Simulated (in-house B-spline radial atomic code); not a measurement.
# Yb¹⁰⁺: ionisation energy by several methods

An exercise on one series of results from a longer session: the logs are not shown, and one member is left open.

The numbers are computed with in-house B-spline radial atomic code version 1 (scalar-relativistic (X2C), several functionals, spin-polarised; spherical all-electron atom at the radial basis limit), except any that are marked as measured or tabulated.

## The atom as given

- element: ytterbium (Z = 70)
- charge: +10
- electrons: 60
- configuration: [Kr] 4d10 4f12 5s2
- nucleus: Fermi, rms radius 5.311 fm

Outer shells as boxes (Hund's rule):

[Kr] 4d10 4f12 5s2
```
[Kr] core
4d [↑↓][↑↓][↑↓][↑↓][↑↓]
4f [↑↓][↑↓][↑↓][↑↓][↑↓][↑ ][↑ ]
5s [↑↓]
```

Where spins are not typed, each open shell is filled with up spins first.

The first run:

Settings, as recorded:

```ini
Z = 70
electrons = 60.0
configuration = [Kr] 4d10 4f12 5s2
hamiltonian = x2c
method = r2scan
spin_polarised = True
nucleus = fermi
rms_radius = 5.3108
mass_number = 174
atomic_mass = 173.938867545
speed_of_light = 137.035999084
```

Steps of the session up to this table: r2SCAN, a meta-GGA; Hartree-Fock; PW91, a GGA; BP86, a GGA.

One of the session's tables, all rows but one given; the rest of the session is left out.

```
      method  ΔSCF (eV)
        PW91     186.58
        BP86     186.58
      r2SCAN          ?
Hartree-Fock     182.52
```

Q: Estimate the row for r2SCAN from the others.

The run gave: ΔSCF (eV): 186.04. In the column «ΔSCF (eV)» it lies between Hartree-Fock (182.52) and PW91 (186.58).
